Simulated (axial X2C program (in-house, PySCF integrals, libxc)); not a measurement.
**SbCl: properties at the nuclei**

Aim: properties at the nuclei of SbCl, with spin–orbit coupling in the Hamiltonian from the start.

Program: an in-house X2C program for linear molecules on PySCF integrals. Level of theory: two-component X2C with atomic mean-field terms, Sb dyall-acv3z, Cl dyall-av3z. These are calculated values, not measurements.

## (1) Input

File task.json:

```json
{"zs": [51, 17], "q": 0, "bas": ["dyall-acv3z", "dyall-av3z"], "r0": 2.39, "levels": ["PBE0", "HF", "B3LYP"], "nst": 1, "ff": 1, "thr": -3.5, "nmax": 130, "opt": {"ecut": 60}}
```

Keys: zs atomic numbers; q charge; bas basis sets; r0 starting distance in Å; levels methods (HF also brings MP2); nst determinants followed; ff finite-field run; thr threshold in hartree for freezing inner shells (an s shell follows its p shell); nmax most natural virtual spinors; ecut virtual cutoff in hartree.

Started as:

```
python soeom.py task.json out
```

After this run come: Expectation values, lowest determinant; Finite-field coupled cluster.

**Question.** What will these runs give? Wanted: lowest determinant; Eeff magnitude; Ws magnitude Sb; A∥/gI Sb; qzz Sb (for each run or level that gives them).

The runs gave:

| quantity | value |
| --- | --- |
| lowest determinant | Ω = 1 (excess of +ω over −ω: ω = -1/2, ω = 3/2) |
| Eeff magnitude (GV/cm), PBE0 | 0.443 |
| Ws magnitude Sb (kHz), PBE0 | 0.183 |
| A∥/gI Sb (MHz), PBE0 | -1100 |
| qzz Sb (a.u.), PBE0 | 3.86 |
| Eeff magnitude (GV/cm), CCSD(T) | 1.27 |
| Ws magnitude Sb (kHz), CCSD(T) | 0.688 |
| A∥/gI Sb (MHz), CCSD(T) | -835 |
| qzz Sb (a.u.), CCSD(T) | 3.81 |

In words: In the first state, the effective field runs from 0.443 to 2.2 GV/cm over the mean-field levels, so the levels don't agree on it. The expectation values come from single determinants, which for open shells can mix terms of unlike spin or miss the lowest Ω, so a determinant need not be a state. Eeff is the effective electric field on the electron dipole moment in this Ω state and Ws the scalar–pseudoscalar constant (defined with the proton number Z and per Ω); A∥ is the parallel hyperfine constant, which follows by multiplying with the nuclear g factor gI = μI/(I μN); qzz is the electric field gradient, eQq0 = 234.96 MHz × Q/barn × qzz; μ is positive if Cl is the positive end. The operators were transformed with the bare-nucleus X2C matrices. Correlation of the inner shells is missing, which matters for properties at the nucleus.
